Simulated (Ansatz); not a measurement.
What does this script print? It uses Ansatz's Python interface.

Script `dfpt_mgcds2.py`:
```python
from dataclasses import dataclass
from pathlib import Path

import ansatz as az
import numpy as np


@dataclass(frozen=True)
class Settings:
    functional: str = "pbesol"
    cutoff: int = 470
    occupations: str = "fixed"
    scf_tol: float = 1e-09
    mesh: tuple[int, ...] = (6, 6, 4)


opts = Settings()

system = (
    az.Lattice.of([3.807676, 0.0, 0.0], [0.0, 3.807676, 0.0], [0.0, 0.0, 5.385704])
    .atom("Mg", [0.5, 0.5, 0.5])
    .atom("Cd", [0.0, 0.0, 0.0])
    .atom("S", [0.0, 0.0, 0.5])
    .atom("S", [0.5, 0.5, 0.0])
)

base = system.calculation()
base = base.functional(opts.functional)
base = base.pseudopotentials("paw")
base = base.basis(opts.cutoff)
base = base.occupations(opts.occupations)
base = base.scf(tolerance=opts.scf_tol).kpoints(*opts.mesh)
base = base.phonons("dfpt", dielectric=True, lo_to_directions=[(1, 0, 0)])
outcome = base.run(threads=1, backend="cpu", runs_dir="runs")
ph = outcome.phonons

print("Gamma modes (1/cm):", " ".join(f"{w:.1f}" for w in ph.gamma_omega_inv_cm))
print("in meV:", " ".join(f"{w * 0.1239842:.2f}" for w in ph.gamma_omega_inv_cm))
field = outcome.phonons_dielectric
print("eps_inf diagonal:", np.round(np.diag(field.eps_inf), 3))
for site, z in zip(outcome.lattice.sites, field.zstar_e):
    print(f"Born charge {site.symbol:2s}", np.round(np.diag(z), 3) + 0.0)
rows = (Path(outcome.output_folder) / "results" / "optical_modes.tsv").read_text().splitlines()
for line in rows:
    if not line.startswith("#"):
        print("  ".join(f"{float(v):.3f}" for v in line.split()[:8]))
```

Output of `python dfpt_mgcds2.py`:
```text
DeckWarning: phonons.dielectric: true without phonons.rigid_motions: the static dielectric tensor ε⁰ will be withheld (ε∞, Z* and the rows of modes are given); for a crystal or a slab, whose only [...]
RunWarning: field response: ε∞ stands inside a basis, on 10×10×8 points; the force constants stand on the 6×6×4 k-mesh, whose period is 9.17 times the interband length at k = (0.0000, 0.0000, [...]
Gamma modes (1/cm): 0.0 0.0 0.0 75.9 75.9 106.0 156.7 156.7 160.8 198.6 198.6 249.2
in meV: 0.00 0.00 0.00 9.41 9.41 13.15 19.42 19.42 19.94 24.63 24.63 30.89
eps_inf diagonal: [7.54  7.54  7.592]
Born charge Mg [2.434 2.434 2.445]
Born charge Cd [2.917 2.917 2.939]
Born charge S  [-2.44  -2.44  -2.894]
Born charge S  [-2.911 -2.911 -2.49 ]
0.000  0.000  0.000  75.927  2.000  1.178  0.026  -0.000
0.000  0.000  0.000  106.033  1.000  3.061  0.000  0.000
0.000  0.000  0.000  156.664  2.000  33.230  0.720  0.000
0.000  0.000  0.000  160.844  1.000  14.187  0.000  -0.000
0.000  0.000  0.000  198.641  2.000  1.096  0.024  -0.000
0.000  0.000  0.000  249.160  1.000  0.684  0.000  0.000
1.000  0.000  0.000  75.927  1.000  0.589  0.000  -0.000
1.000  0.000  0.000  79.089  1.000  0.030  0.001  0.000
1.000  0.000  0.000  106.033  1.000  3.061  0.000  0.000
1.000  0.000  0.000  156.664  1.000  16.615  0.000  -0.000
1.000  0.000  0.000  160.844  1.000  14.187  0.000  -0.000
1.000  0.000  0.000  197.107  1.000  0.049  0.002  -0.000
1.000  0.000  0.000  198.641  1.000  0.548  0.000  0.000
1.000  0.000  0.000  249.160  1.000  0.684  0.000  0.000
1.000  0.000  0.000  298.276  1.000  17.673  0.766  -0.000
```
(Warnings from the package without file and line, shortened.)

The cell isn't relaxed first, so the values belong to this volume. A negative frequency stands for an imaginary mode. The mesh doesn't settle the field response to the digits printed. This cell is a computed structure, which may not be the phase found in nature. The structure is taken as given; imaginary modes can come from an unrelaxed or unstable start. Timing: 4.4 min on 1 thread of Arm Neoverse V1 (shared host), peak memory 0.93 GiB.
